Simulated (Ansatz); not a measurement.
# AlH8N2P: the cost of one run

Program: Ansatz 0.2.0. Level of theory: RKS LDA/def2-SVP. These are calculated values, not measurements.

## (1) Starting point

Bond lengths: Al1–N3 1.920 Å, N3–H4 1.060 Å, N3–H5 1.060 Å, Al1–N6 1.920 Å, N6–H7 1.060 Å, N6–H8 1.060 Å, Al1–P9 2.580 Å, P9–H10 1.420 Å, P9–H11 1.420 Å. Angles: Al1–N3–H4 120.0°, Al1–N3–H5 120.0°, H4–N3–H5 120.0°, N3–Al1–N6 120.0°, N3–Al1–P9 96.8°, N6–Al1–P9 101.3°, Al1–N6–H7 120.0°, Al1–N6–H8 120.0°, H7–N6–H8 120.0°, Al1–P9–H10 109.5°, Al1–P9–H11 109.5°, H10–P9–H11 109.4°.

As a file:

```xyz
12

Al    0.0000    0.0000    0.0000
H     0.0000    0.0000    1.9100
N     1.6627    0.0000   -0.9600
H     2.1293   -0.9179   -1.2118
H     2.1141    0.9179   -1.2382
N    -1.6627    0.0000   -0.9600
H    -2.3316   -0.8164   -0.8614
H    -1.9118    0.8164   -1.5886
P     0.1156    2.4456    0.8135
H     0.6761    2.4854    2.1176
H     0.9270    3.2022   -0.0729
H     0.0462    0.9762    1.9650
```

## (2) A restrained relaxation towards end A

Springs on the bonds that form and break draw the guess towards this end; the thresholds are loose.

The input, input.yaml:

```yaml
crystal:
  periodic: [false, false, false]
  atoms:
    - { symbol: Al, position_ang: [0.0, 0.0, 0.0] }
    - { symbol: H, position_ang: [0.0, 0.0, 1.91] }
    - { symbol: "N", position_ang: [1.6627, 0.0, -0.96] }
    - { symbol: H, position_ang: [2.1293, -0.9179, -1.2118] }
    - { symbol: H, position_ang: [2.1141, 0.9179, -1.2382] }
    - { symbol: "N", position_ang: [-1.6627, 0.0, -0.96] }
    - { symbol: H, position_ang: [-2.3316, -0.8164, -0.8614] }
    - { symbol: H, position_ang: [-1.9118, 0.8164, -1.5886] }
    - { symbol: P, position_ang: [0.1156, 2.4456, 0.8135] }
    - { symbol: H, position_ang: [0.6761, 2.4854, 2.1176] }
    - { symbol: H, position_ang: [0.927, 3.2022, -0.0729] }
    - { symbol: H, position_ang: [0.0462, 0.9762, 1.965] }
basis:
  gaussian: { orbitals: def2-SVP }
hamiltonian:
  xc: lda
relax:
  f_tol: 0.15
  max_steps: 25
  restrain:
    - { distance: [0, 8], at: 3.48, k: 30.0 }
    - { distance: [11, 1], at: 1.86, k: 30.0 }
    - { distance: [0, 1], at: 1.56, k: 30.0 }
    - { distance: [11, 8], at: 1.42, k: 30.0 }
```

On the command line:

```sh
$ ansatz run input.yaml --threads 2 --pin off --max-ram 3072MiB --backend cpu --events-out ev --progress --plain --runs-dir out
```

**Question.** How long does this run take on 2 threads of Arm Neoverse V2, shared host, and how much memory does it need?

About 17 s, with a peak of 0.13 GiB.
